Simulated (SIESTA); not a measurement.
Crystal: NiMoIrPdW.

```
CELL_PARAMETERS angstrom
4.14670 0.00000 0.00000
-2.07335 3.59115 0.00000
0.00000 0.00000 5.41629
ATOMIC_POSITIONS crystal
Ni 0.00000 0.00000 0.02221
Mo 0.66667 0.33333 0.45996
Pd 0.33333 0.66667 0.74601
Ir 0.33333 0.66667 0.25641
W 0.66667 0.33333 0.99985
```

The cell was built by a generator and needn't be a form met in nature.

Base run:

* Program: SIESTA 5.4.2
* Functional: PBE
* Potentials or basis: PseudoDojo 0.4 standard (PBE files)
* Basis: TZP (energy shift 0.003 Ry; two zetas on semicore shells)
* Grid cutoff: 800 Ry
* Energy shift: 0.003 Ry
* k mesh: 7 × 7 × 5
* Occupations: fermi-dirac, width 0.05 eV
* Spin: collinear spin, ferromagnetic start
* Starting moments: [1.0, 1.0, 0.0, 0.6, 0.0] μB

Its results: band gap on the k mesh none (metal or under the smearing width); pressure 2.2 GPa; net moment 0.00 μB per cell; largest force 0.667 eV/Å.

Task: After a change of settings the same cell gave: band gap on the k mesh none (metal or under the smearing width); pressure 4.9 GPa; net moment 0.00 μB per cell; largest force 0.847 eV/Å. Which change was it?
A. functional from PBE to BLYP; basis from TZP (energy shift 0.003 Ry; two zetas on semicore shells) to DZP (energy shift 0.003 Ry; two zetas on semicore shells)
B. basis from TZP (energy shift 0.003 Ry; two zetas on semicore shells) to SZP (energy shift 0.003 Ry)
C. functional from PBE to RPBE; basis from TZP (energy shift 0.003 Ry; two zetas on semicore shells) to DZP (energy shift 0.003 Ry; two zetas on semicore shells)
D. basis from TZP (energy shift 0.003 Ry; two zetas on semicore shells) to TZDP (energy shift 0.003 Ry; two zetas on semicore shells)

Result: B.

Caveats: short orbitals over semicore shells can move pressures by several GPa; the valence orbitals were made in a potential fitted to the semicore shell under them, which widens gaps by tenths of an eV or more; spin-orbit coupling is left out, which moves the levels of the heavy elements; the basis of atomic orbitals isn't converged, which shifts pressures, moduli and gaps.
